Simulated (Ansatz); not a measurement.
# C2H6F2InN: small, medium and large basis sets

The task here is to estimate one member of a computed series from the others.

Computed with Ansatz 0.2.0, Gaussian basis. Level: one geometry, several basis sets.

The runs, in order: PBE0-D4/def2-SVP; ωB97M-V/def2-SVP; PBE0-D4/def2-QZVPP; ωB97M-V/def2-QZVPP; the functionals' def2-TZVPP values are taken from earlier runs.

### The geometry

All runs share one geometry, relaxed beforehand with PBE0-D4 in a triple-zeta def2 set. In takes the def2 core potential; no spin-orbit term is included.

SMILES `C[N](C)[In]([F])[F]`, 12 atoms, charge 0, spin multiplicity 1.

Atoms are counted from 1 here; the program's logs count them from 0.

Bond lengths: C1–N2 1.444 Å, C1–H7 1.099 Å, C1–H8 1.100 Å, C1–H9 1.092 Å, N2–C3 1.444 Å, N2–In4 1.984 Å, C3–H10 1.092 Å, C3–H11 1.100 Å, C3–H12 1.099 Å, In4–F5 1.937 Å, In4–F6 1.937 Å. Angles: N2–C1–H7 110.1°, N2–C1–H8 112.4°, N2–C1–H9 111.3°, H7–C1–H8 107.4°, H7–C1–H9 107.6°, H8–C1–H9 107.9°, C1–N2–C3 113.8°, C1–N2–In4 121.8°, C3–N2–In4 121.9°, N2–C3–H10 111.3°, N2–C3–H11 112.4°, N2–C3–H12 110.1°, H10–C3–H11 107.9°, H10–C3–H12 107.6°, H11–C3–H12 107.4°, N2–In4–F5 123.5°, N2–In4–F6 123.1°, F5–In4–F6 113.1°.

As a file:

```mol
C2H6F2InN
  3D, bonds by distance, orders not assigned

 12 11  0  0  0  0  0  0  0  0999 V2000
   -0.4701   -0.6503    1.2208 C   0  0
    0.1154    0.0394    0.0956 N   0  0
    1.1060   -0.7371   -0.6115 C   0  0
   -0.7453    1.6316   -0.7171 In  0  0
   -0.0986    2.4905   -2.3283 F   0  0
   -2.1984    2.5962    0.1260 F   0  0
    0.3083   -0.9115    1.9510 H   0  0
   -0.9701   -1.5844    0.9255 H   0  0
   -1.2038   -0.0233    1.7312 H   0  0
    1.5297   -0.1736   -1.4452 H   0  0
    0.6953   -1.6758   -1.0116 H   0  0
    1.9315   -1.0017    0.0635 H   0  0
  1  2  8  0
  2  3  8  0
  2  4  8  0
  4  5  8  0
  4  6  8  0
  1  7  8  0
  1  8  8  0
  1  9  8  0
  3 10  8  0
  3 11  8  0
  3 12  8  0
M  END
```

Set-up of the first run:

File in.yaml:

```yaml
crystal:
  periodic: [false, false, false]
  atoms:
    - {symbol: C, position_ang: [-0.470051, -0.650265, 1.220802]}
    - {symbol: N, position_ang: [0.115398, 0.039391, 0.095601]}
    - {symbol: C, position_ang: [1.106008, -0.737051, -0.611533]}
    - {symbol: In, position_ang: [-0.745288, 1.631644, -0.717075]}
    - {symbol: F, position_ang: [-0.098632, 2.490460, -2.328261]}
    - {symbol: F, position_ang: [-2.198443, 2.596162, 0.125976]}
    - {symbol: H, position_ang: [0.308336, -0.911505, 1.950980]}
    - {symbol: H, position_ang: [-0.970083, -1.584424, 0.925518]}
    - {symbol: H, position_ang: [-1.203808, -0.023338, 1.731250]}
    - {symbol: H, position_ang: [1.529734, -0.173637, -1.445178]}
    - {symbol: H, position_ang: [0.695302, -1.675750, -1.011606]}
    - {symbol: H, position_ang: [1.931527, -1.001718, 0.063525]}
basis:
  gaussian: {orbitals: def2-SVP}
hamiltonian: {xc: pbe0, dispersion: d4}
output: {orbitals: {seedname: orbitals}}
```

Started as:

```sh
ansatz run in.yaml --threads 4 --pin off --events-out ev --progress --plain --max-ram 11315MiB
```

Among the steps run: PBE0-D4 in def2-SVP; ωB97M-V in def2-SVP; PBE0-D4 in def2-QZVPP; ωB97M-V in def2-QZVPP.

One table of the session follows, with a row left open; its other results are not shown here.

It belongs to the step «Functionals by basis». 

```
functional       basis  HOMO (eV)  LUMO (eV)
   PBE0-D4    def2-SVP          ?          ?
   PBE0-D4  def2-TZVPP      -6.86      -2.18
   PBE0-D4  def2-QZVPP      -6.89      -2.23
   ωB97M-V    def2-SVP      -9.01       0.03
   ωB97M-V  def2-TZVPP      -9.14      -0.26
   ωB97M-V  def2-QZVPP      -9.17      -0.43
```

Q: Estimate the row for PBE0-D4, def2-SVP from the others.

**Answer.** HOMO (eV): -6.74; LUMO (eV): -1.98. In the column «HOMO (eV)» it is the highest.
